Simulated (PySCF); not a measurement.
**CSe: bond curves at several levels of theory**

An exercise on one series of results from a longer session: the logs are not shown, and one member is left open.

Program: PySCF 2.14.0. Level of theory: C x2c-TZVPPall, Se x2c-TZVPPall, spin-free X2C with a Gaussian nucleus. These are calculated values, not measurements.

Set-up of the first run:

A driver script around PySCF takes these settings:

```json
{"atoms": "C, Se", "charge": "0", "basis": "C x2c-TZVPPall, Se x2c-TZVPPall", "Hamiltonian": "spin-free X2C with a Gaussian nucleus", "basis functions": "79", "electrons treated": "40", "masses in u": "12.0000, 79.9165", "levels": "PBE0, PBE, r²SCAN, TPSSh, PBEsol, BLYP, M06-2X, ωB97X, HF, MP2, SCS-MP2, CCSD, CCSD(T)", "grid": "80 radial by 434 angular points", "occupations": "held fixed by the projection of orbital angular momentum", "dissociation limit": "C + Se, each in its ground configuration", "starting distance in angstrom": "1.825", "values of 2S to try": "0, 2, 4"}
```

On the command line:

```
$ OMP_NUM_THREADS=1 python dia.py task.json out
```

Steps of the session up to this table: The job; The PBE0 curve of the state that the search chose; Other states along the same grid; PBE (GGA); r²SCAN; TPSSh (hybrid meta-GGA); PBEsol (GGA); BLYP (GGA); M06-2X (hybrid meta-GGA); ωB97X (range-separated hybrid); RHF (mean field); MP2 and coupled cluster.

One of the session's tables, all rows but one given; the rest of the session is left out.

It belongs to the step «The curves together». Energy (eV) from each level's lowest point:

```
R (Å)    RHF  RHF-MP2  RHF-SCS-MP2  RHF-CCSD  RHF-CCSD(T)
1.436  1.674    1.888        1.895       n/a          n/a
1.503  0.690    0.859        0.862     0.835        0.928
1.570  0.171    0.281        0.282     0.264        0.323
1.620      ?        ?            ?         ?            ?
1.670  0.000    0.000        0.000     0.000        0.000
1.720  0.106    0.044        0.045     0.054        0.021
1.787  0.383    0.237        0.238     0.259        0.177
1.870  0.881    0.632        0.634     0.663        0.513
1.971  1.609    1.266        1.265     1.281        1.039
2.104  2.667    2.318        2.297       n/a          n/a
```

Q: Estimate the row for R (Å) = 1.620 from the others.

Worked estimate for «RHF». A straight line through the neighbours (1.570, 0.171) and (1.670, 0.000) gives 0.171 + (0.000 − 0.171) × (1.620 − 1.570) / (1.670 − 1.570) = 0.085; a parabola fitted to 4 rows on both sides gives 0.004.

**Answer.** RHF: 0.011; RHF-MP2: 0.069; RHF-SCS-MP2: 0.069; RHF-CCSD: 0.059; RHF-CCSD(T): 0.090. In «RHF» the line misses by +0.074 and the parabola by -0.007.
